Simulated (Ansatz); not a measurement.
Consider the interaction energy of a dimer with the counterpoise correction of ClH₃Si, SMILES [SiH3]Cl (the Python package of Ansatz (0.2.0)).

`dimer_clh3si.py`:
```python
import logging
import sys

import ansatz

logging.basicConfig(stream=sys.stdout, format="%(levelname)s %(message)s")
logger = logging.getLogger("calc")
logger.setLevel(logging.INFO)

config = {
    "basis": "cc-pVDZ",
    "functional": "pbe0",
}

FIRST = [
    ("Si", (-0.0967, -0.0015, -0.0044)),
    ("Cl", (1.8005, -0.4933, 0.3043)),
    ("H", (-0.987, -0.4661, 1.1054)),
    ("H", (-0.5095, -0.5573, -1.3001)),
    ("H", (-0.2075, 1.5181, -0.1052)),
]
SECOND = [
    ("Si", (4.3371, 1.5027, -0.971)),
    ("Cl", (3.5101, 0.4277, -2.4191)),
    ("H", (3.9961, 0.9751, 0.3875)),
    ("H", (3.9088, 2.8985, -1.1343)),
    ("H", (5.8552, 1.471, -1.1317)),
]

def energy(atoms, ghosts=()):
    molecule = ansatz.Crystal.molecule()
    for symbol, xyz in atoms:
        molecule = molecule.atom(symbol, xyz)
    calc = (
        molecule.calculation()
        .basis(gaussian=config["basis"])
        .functional(config["functional"])
    )
    deck = calc.input()
    if ghosts:
        deck = deck.set(ansatz.key.basis.gaussian.ghost_atoms, [{"symbol": s, "position_ang": list(xyz)} for s, xyz in ghosts])
    return ansatz.Session.from_dict(deck).plan().execute().report["free_energy_ev"]

both = energy(FIRST + SECOND)
alone = energy(FIRST) + energy(SECOND)
ghosted = energy(FIRST, SECOND) + energy(SECOND, FIRST)
logger.info(f"dimer {both:.6f} eV")
logger.info(f"interaction, uncorrected   {23.060548 * (both - alone):8.3f} kcal/mol")
logger.info(f"interaction, counterpoise  {23.060548 * (both - ghosted):8.3f} kcal/mol")
logger.info(f"basis-set superposition    {23.060548 * (alone - ghosted):8.3f} kcal/mol")
```

How large is the interaction at this pose, and how much of it is basis-set superposition?

Uncorrected it is 2.542 kcal/mol, with the counterpoise correction 3.137 kcal/mol; the difference, 0.60 kcal/mol, is the superposition error. In this basis both values are repulsive.

The run itself:

```console
$ python dimer_clh3si.py
INFO dimer -40884.872266 eV
INFO interaction, uncorrected      2.542 kcal/mol
INFO interaction, counterpoise     3.137 kcal/mol
INFO basis-set superposition       0.595 kcal/mol
```

Notes:
- Total energies depend on the basis set; only differences at equal settings carry meaning.
- The dimer is a generated trial pose of unrelaxed monomers, not a minimum, so the figure is no binding energy, and the basis set is small.
- This level lacks the dispersion part of the attraction (electrostatics and induction are there), which can decide the sign where the interaction is weak.
- It ran for 13 s on 1 thread of Intel(R) Xeon(R) Platinum 8259CL CPU @ 2.50GHz (Skylake/Cascade Lake), with other jobs on the host, peak memory 0.29 GiB.

(Lines on the test bed's own set-up are left out of the output.)
